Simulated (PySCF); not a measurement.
# CH₅GeN: NMR shieldings, spin-spin couplings, relativistic core levels, part 2 of 2

PySCF 2.14.0. Atoms count from 0. The steps go on from the part before.

## 6. NMR shieldings: PBE0/pcJ-1 Ge:dyall-v2z, spin-free

The job: settings as JSON, then the geometry in Å.

```
{"job": {"kind": "hnmr", "xc": "PBE0", "basis": {"default": "pcJ-1", "Ge": "dyall-v2z"}, "rel": "sf"}, "charge": 0, "multiplicity": 1}
N      1.655242    -0.124820     0.566122
C      0.769911     0.181064    -0.290886
Ge    -1.123333    -0.142904     0.116836
H      2.595785     0.099735     0.216707
H      1.012813     0.629249    -1.278267
H     -1.716883    -1.085760    -0.948907
H     -1.892376     1.191808     0.051747
H     -1.242806    -0.765916     1.512753
```

Method: PBE0/pcJ-1 Ge:dyall-v2z GIAO NMR shielding, spin-free X2C, Gaussian nuclei, gas phase.

Standard output:

```text
spin-free SCF
coarse grid: 30080 points
cycle   1  E = -2194.2948031394  dE =  3.116e-02  |g| = 4.835e-01  |ddm| = 2.169e+00
cycle   2  E = -2194.2476996569  dE =  4.710e-02  |g| = 7.384e-01  |ddm| = 7.367e-01
cycle   3  E = -2194.3229147593  dE = -7.522e-02  |g| = 9.577e-02  |ddm| = 4.669e-01
cycle   4  E = -2194.3237723860  dE = -8.576e-04  |g| = 7.926e-02  |ddm| = 8.983e-02
cycle   5  E = -2194.3249012729  dE = -1.129e-03  |g| = 5.567e-03  |ddm| = 4.174e-02
cycle   6  E = -2194.3249067124  dE = -5.439e-06  |g| = 2.294e-03  |ddm| = 6.423e-03
final grid: 62104 points
cycle   7  E = -2194.3250142542  dE =  3.106e-07  |g| = 2.970e-03  |ddm| = 3.893e-03
cycle   8  E = -2194.3250134541  dE =  8.001e-07  |g| = 3.873e-03  |ddm| = 4.371e-03
cycle   9  E = -2194.3250155264  dE = -2.072e-06  |g| = 4.316e-04  |ddm| = 2.451e-03
cycle  10  E = -2194.3250155652  dE = -3.883e-08  |g| = 1.377e-04  |ddm| = 3.228e-04
cycle  11  E = -2194.3250155690  dE = -3.732e-09  |g| = 3.975e-05  |ddm| = 8.626e-05
converged SCF energy = -2194.3250155690
check of the scalar solution
cycle   1  E = -2194.3250155690  dE = -2.194e+03  |FDS-SDF| = 3.975e-05
cycle   2  E = -2194.3250155689  dE =  7.230e-11  |FDS-SDF| = 4.834e-05
converged, E = -2194.3250155689

Field gradients (au) and densities at the nuclei (bohr^-3)
atom        Vxx        Vyy        Vzz        centre      nuclear mean
  0 N      0.2528     0.7836    -1.0364        204.889        204.884
  1 C     -0.1363    -0.2504     0.3867        125.998        125.995
  2 Ge    -0.0096    -0.2242     0.2338      29253.883      29224.507
  3 H     -0.1720    -0.1815     0.3535          0.474          0.474
  4 H     -0.1257    -0.1367     0.2624          0.470          0.470
  5 H     -0.0654    -0.0680     0.1333          0.407          0.407
  6 H     -0.0654    -0.0680     0.1333          0.407          0.407
  7 H     -0.0681    -0.0691     0.1373          0.406          0.406
without picture change
  2 Ge                           0.2414                     45024.500

Core orbital energies (eV)
atom   shell        mean    spread
  2 Ge 1s       -11006.070   0.000
  2 Ge 2s        -1390.838   0.000
  2 Ge 3s         -176.273   0.000
  2 Ge 4s          -16.776   0.000
  2 Ge 2p        -1214.190   0.003
  2 Ge 3p         -121.748   0.012
  2 Ge 3d          -32.536   0.092

Shielding tensors (ppm)
atom      isotropic    diamagn.    paramagn.     s11        s22        s33       span
  0 N      -164.96      319.25     -484.21    -544.92    -179.20     229.25     774.17
  1 C       -10.76      252.34     -263.10    -109.02     -43.41     120.16     229.18
  2 Ge     1587.90     2767.14    -1179.24    1492.38    1599.13    1672.20     179.82
  3 H        19.32       29.54      -10.22      10.40      23.61      23.95      13.55
  4 H        22.04       29.31       -7.27      20.85      21.10      24.15       3.30
  5 H        26.85       27.56       -0.71      21.51      21.91      37.13      15.62
  6 H        26.85       27.56       -0.71      21.51      21.91      37.13      15.62
  7 H        27.01       27.68       -0.67      21.39      22.15      37.48      16.08
```

It took 16 s on 1 thread of Arm Neoverse V1, shared host; peak memory 0.97 GiB.

## 7. NMR shieldings: PBE0/pcJ-1 Ge:dyall-v2z, non-relativistic

Settings changed since step 6:

```diff
@@ -1,2 +1,2 @@
-{"job": {"kind": "hnmr", "xc": "PBE0", "basis": {"default": "pcJ-1", "Ge": "dyall-v2z"}, "rel": "sf"}, "charge": 0, "multiplicity": 1}
+{"job": {"kind": "hnmr", "xc": "PBE0", "basis": {"default": "pcJ-1", "Ge": "dyall-v2z"}, "rel": "nr"}, "charge": 0, "multiplicity": 1}
 N      1.655242    -0.124820     0.566122
```

Level: PBE0/pcJ-1 Ge:dyall-v2z GIAO NMR shielding, non-relativistic, Gaussian nuclei, gas phase.

Standard output:

```text
non-relativistic SCF
coarse grid: 30080 points
cycle   1  E = -2172.3987289727  dE = -1.280e+01  |g| = 1.831e+00  |ddm| = 2.204e+00
cycle   2  E = -2172.3292935935  dE =  6.944e-02  |g| = 1.387e+00  |ddm| = 8.125e-01
cycle   3  E = -2172.4186882679  dE = -8.939e-02  |g| = 6.097e-01  |ddm| = 7.337e-01
cycle   4  E = -2172.4537120903  dE = -3.502e-02  |g| = 1.999e-01  |ddm| = 3.443e-01
cycle   5  E = -2172.4618930839  dE = -8.181e-03  |g| = 2.089e-02  |ddm| = 1.188e-01
cycle   6  E = -2172.4619526735  dE = -5.959e-05  |g| = 3.145e-03  |ddm| = 1.277e-02
cycle   7  E = -2172.4619544564  dE = -1.783e-06  |g| = 1.012e-03  |ddm| = 3.820e-03
final grid: 62104 points
cycle   8  E = -2172.4619473258  dE =  1.628e-07  |g| = 1.316e-03  |ddm| = 1.880e-03
cycle   9  E = -2172.4619468321  dE =  4.937e-07  |g| = 1.959e-03  |ddm| = 2.315e-03
cycle  10  E = -2172.4619477412  dE = -9.091e-07  |g| = 3.599e-04  |ddm| = 1.316e-03
cycle  11  E = -2172.4619477694  dE = -2.821e-08  |g| = 1.314e-05  |ddm| = 2.589e-04
cycle  12  E = -2172.4619477694  dE = -1.819e-11  |g| = 6.105e-06  |ddm| = 7.976e-06
converged SCF energy = -2172.4619477694
check of the scalar solution
cycle   1  E = -2172.4619477694  dE = -2.172e+03  |FDS-SDF| = 6.105e-06
cycle   2  E = -2172.4619477694  dE = -1.819e-11  |FDS-SDF| = 8.008e-06
converged, E = -2172.4619477694

Field gradients (au) and densities at the nuclei (bohr^-3)
atom        Vxx        Vyy        Vzz        centre      nuclear mean
  0 N      0.2504     0.7887    -1.0390        203.602        203.596
  1 C     -0.1385    -0.2516     0.3901        125.423        125.421
  2 Ge    -0.0087    -0.2162     0.2249      22239.813      22225.965
  3 H     -0.1721    -0.1816     0.3537          0.474          0.474
  4 H     -0.1258    -0.1368     0.2625          0.470          0.470
  5 H     -0.0671    -0.0696     0.1367          0.409          0.409
  6 H     -0.0671    -0.0696     0.1367          0.409          0.409
  7 H     -0.0699    -0.0709     0.1408          0.409          0.409

Core orbital energies (eV)
atom   shell        mean    spread
  2 Ge 1s       -10858.090   0.000
  2 Ge 2s        -1356.957   0.000
  2 Ge 3s         -170.717   0.000
  2 Ge 4s          -16.579   0.000
  2 Ge 2p        -1206.697   0.003
  2 Ge 3p         -120.507   0.012
  2 Ge 3d          -33.363   0.087

Shielding tensors (ppm)
atom      isotropic    diamagn.    paramagn.     s11        s22        s33       span
  0 N      -167.42      319.18     -486.60    -550.13    -182.75     230.63     780.76
  1 C       -10.31      252.36     -262.67    -107.72     -45.32     122.11     229.83
  2 Ge     1586.55     2756.76    -1170.21    1493.55    1598.73    1667.36     173.81
  3 H        19.30       29.57      -10.27      10.29      23.64      23.96      13.67
  4 H        22.07       29.35       -7.28      20.88      21.08      24.24       3.35
  5 H        27.01       27.75       -0.74      21.70      22.09      37.24      15.54
  6 H        27.01       27.75       -0.74      21.70      22.09      37.24      15.54
  7 H        27.18       27.87       -0.69      21.55      22.35      37.62      16.07
```

Wall time 15 s (1 thread of Arm Neoverse V1, shared host); peak memory 0.97 GiB.

## 8. Spin-spin couplings: PBE0/pcJ-1 Ge:dyall-v2z, non-relativistic

Settings changed since step 7:

```diff
@@ -1,2 +1,2 @@
-{"job": {"kind": "hnmr", "xc": "PBE0", "basis": {"default": "pcJ-1", "Ge": "dyall-v2z"}, "rel": "nr"}, "charge": 0, "multiplicity": 1}
+{"job": {"kind": "hj", "xc": "PBE0", "basis": {"default": "pcJ-1", "Ge": "dyall-v2z"}, "rel": "nr", "atoms": [2]}, "charge": 0, "multiplicity": 1}
 N      1.655242    -0.124820     0.566122
```

Method: PBE0/pcJ-1 Ge:dyall-v2z indirect spin-spin coupling, non-relativistic, Gaussian nuclei, gas phase.

Standard output:

```text
non-relativistic SCF
coarse grid: 30080 points
cycle   1  E = -2172.3987289727  dE = -1.280e+01  |g| = 1.831e+00  |ddm| = 2.204e+00
cycle   2  E = -2172.3292935935  dE =  6.944e-02  |g| = 1.387e+00  |ddm| = 8.125e-01
cycle   3  E = -2172.4186882679  dE = -8.939e-02  |g| = 6.097e-01  |ddm| = 7.337e-01
cycle   4  E = -2172.4537120903  dE = -3.502e-02  |g| = 1.999e-01  |ddm| = 3.443e-01
cycle   5  E = -2172.4618930839  dE = -8.181e-03  |g| = 2.089e-02  |ddm| = 1.188e-01
cycle   6  E = -2172.4619526735  dE = -5.959e-05  |g| = 3.145e-03  |ddm| = 1.277e-02
cycle   7  E = -2172.4619544564  dE = -1.783e-06  |g| = 1.012e-03  |ddm| = 3.820e-03
final grid: 62104 points
cycle   8  E = -2172.4619473258  dE =  1.628e-07  |g| = 1.316e-03  |ddm| = 1.880e-03
cycle   9  E = -2172.4619468321  dE =  4.937e-07  |g| = 1.959e-03  |ddm| = 2.315e-03
cycle  10  E = -2172.4619477412  dE = -9.091e-07  |g| = 3.599e-04  |ddm| = 1.316e-03
cycle  11  E = -2172.4619477694  dE = -2.821e-08  |g| = 1.314e-05  |ddm| = 2.589e-04
cycle  12  E = -2172.4619477694  dE = -1.819e-11  |g| = 6.105e-06  |ddm| = 7.976e-06
converged SCF energy = -2172.4619477694
two-component SCF
cycle   1  E = -2172.4619477694  dE = -2.172e+03  |FDS-SDF| = 6.105e-06
cycle   2  E = -2172.4619477694  dE = -5.912e-12  |FDS-SDF| = 8.008e-06
converged, E = -2172.4619477694

Indirect spin-spin couplings
  i        j     bonds      J/Hz   K/1e19 T2/J   anisotropy/Hz
  2  73Ge   0  15N    2        8.02      188.15        -3.0
  2  73Ge   1  13C    1      -30.36      287.19       -28.6
  2  73Ge   3   1H    3      -14.59       34.72        -2.5
  2  73Ge   4   1H    2      -14.36       34.16         1.9
  2  73Ge   5   1H    1      -81.02      192.77       -14.9
  2  73Ge   6   1H    1      -81.09      192.94       -14.9
  2  73Ge   7   1H    1      -93.39      222.21       -14.3
```

Wall time 27 s (1 thread of Arm Neoverse V1, shared host); peak memory 0.73 GiB.

## 9. Shieldings side by side

| run | Ge2 | N0 | C1 | H4 | H7 | H5 | H6 | time |
| --- | --- | --- | --- | --- | --- | --- | --- | --- |
| step 3, PBE0/pcJ-1 Ge:dyall-v2z, spin–orbit | 1778.7 | -163.7 | -8.1 | 21.9 | 27.0 | 26.9 | 26.9 | 47 s |
| step 6, PBE0/pcJ-1 Ge:dyall-v2z, spin-free | 1587.9 | -165.0 | -10.8 | 22.0 | 27.0 | 26.9 | 26.9 | 16 s |
| step 7, PBE0/pcJ-1 Ge:dyall-v2z, non-relativistic | 1586.5 | -167.4 | -10.3 | 22.1 | 27.2 | 27.0 | 27.0 | 15 s |

## 10. Results

The summary covers parts 1 to 2.

| quantity | value |
| --- | --- |
| point group | Cs |
| rotational constants (main isotopes) | 36.11, 3.80, 3.59 GHz |
| energy from spin-orbit coupling (step 3, PBE0/pcJ-1 Ge:dyall-v2z, spin–orbit) | -0.0430 Eh |
| shieldings (step 3, PBE0/pcJ-1 Ge:dyall-v2z, spin–orbit) | N0 -163.7, C1 -8.1, Ge2 1778.7 ppm |
| energy from spin-orbit coupling (step 4, PBE0/pcJ-1 Ge:dyall-v2z, spin–orbit) | -0.0430 Eh |
| largest reduced coupling (step 4, PBE0/pcJ-1 Ge:dyall-v2z, spin–orbit) | Ge2–C1: J = -32.2 Hz, K = 304·10¹⁹ T²/J |
| Ge2 2p3/2 binding energy (step 5, PBE0/pcJ-1 Ge:dyall-v2z, spin–orbit) | 1220.7 eV, 2p1/2 1252.5 eV |
| energy from spin-orbit coupling (step 5, PBE0/pcJ-1 Ge:dyall-v2z, spin–orbit) | -0.0430 Eh |
| shieldings (step 6, PBE0/pcJ-1 Ge:dyall-v2z, spin-free) | N0 -165.0, C1 -10.8, Ge2 1587.9 ppm |
| shieldings (step 7, PBE0/pcJ-1 Ge:dyall-v2z, non-relativistic) | N0 -167.4, C1 -10.3, Ge2 1586.5 ppm |
| largest reduced coupling (step 8, PBE0/pcJ-1 Ge:dyall-v2z, non-relativistic) | Ge2–C1: J = -30.4 Hz, K = 287·10¹⁹ T²/J |

In words: Relaxing lowered the energy by 0.135 eV in 5 steps; the close pair that moved most is Ge2–H5, from 1.480 to 1.542 Å. In step 3, N0 has the widest tensor, 772 ppm. Ge2 moves most between the runs, by 192 ppm; the labels say what changes from run to run.
